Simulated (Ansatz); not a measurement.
# CH5ClO2Si2: the cost of one run

Method: RKS PBE0/STO-3G, in Ansatz 0.2.0.

## (1) The system as given

Bond lengths: Cl1–Si2 2.009 Å, Si2–C3 1.881 Å, C3–O4 1.531 Å, O4–Si5 1.700 Å, Si2–O6 1.704 Å, Si5–O6 1.716 Å, Si2–H7 1.489 Å, C3–H8 1.052 Å, C3–H9 1.163 Å, Si5–H10 1.485 Å, Si5–H11 1.444 Å. Angles (14 of 20 angles, heavy atoms first): Cl1–Si2–C3 109.5°, Cl1–Si2–O6 107.5°, C3–Si2–O6 97.2°, Si2–C3–O4 113.4°, C3–O4–Si5 110.0°, O4–Si5–O6 105.3°, Si2–O6–Si5 113.8°, Cl1–Si2–H7 114.9°, C3–Si2–H7 115.0°, O6–Si2–H7 111.1°, Si2–C3–H8 114.5°, Si2–C3–H9 109.9°, O4–C3–H8 107.0°, O4–C3–H9 104.2°.

As a file:

```xyz
11

Cl   -2.8947   -0.2809    0.0156
Si   -1.1440    0.5708    0.5096
C     0.0941   -0.7640    0.9816
O     1.2813   -0.8591    0.0188
Si    1.0430    0.1857   -1.3015
O    -0.3869    1.0612   -0.9356
H    -1.2465    1.7034    1.4709
H    -0.3145   -1.7301    1.0621
H     0.5794   -0.5080    2.0073
H     2.1858    1.1336   -1.2888
H     0.8683   -0.5695   -2.5194
```

## (2) Relaxing the start

The input, input.yaml:

```yaml
crystal:
  periodic: [false, false, false]
  atoms:
    - { symbol: Cl, position_ang: [-2.8947, -0.2809, 0.0156] }
    - { symbol: Si, position_ang: [-1.144, 0.5708, 0.5096] }
    - { symbol: C, position_ang: [0.0941, -0.764, 0.9816] }
    - { symbol: O, position_ang: [1.2813, -0.8591, 0.0188] }
    - { symbol: Si, position_ang: [1.043, 0.1857, -1.3015] }
    - { symbol: O, position_ang: [-0.3869, 1.0612, -0.9356] }
    - { symbol: H, position_ang: [-1.2465, 1.7034, 1.4709] }
    - { symbol: H, position_ang: [-0.3145, -1.7301, 1.0621] }
    - { symbol: H, position_ang: [0.5794, -0.508, 2.0073] }
    - { symbol: H, position_ang: [2.1858, 1.1336, -1.2888] }
    - { symbol: H, position_ang: [0.8683, -0.5695, -2.5194] }
basis:
  gaussian: { orbitals: STO-3G }
hamiltonian:
  xc: pbe0
relax:
  f_tol: 0.02
  max_steps: 40
scf:
  lower_state_search: "off"
```

The run is started by

```
$ ansatz run input.yaml --threads 1 --pin off --max-ram 2048MiB --backend cpu --events-out ev --progress --plain --runs-dir out
```

Q: Estimate wall time and peak memory on 1 thread of AMD EPYC 9R45 (Zen 5), shared host.

About 15 s, with a peak of 0.16 GiB.
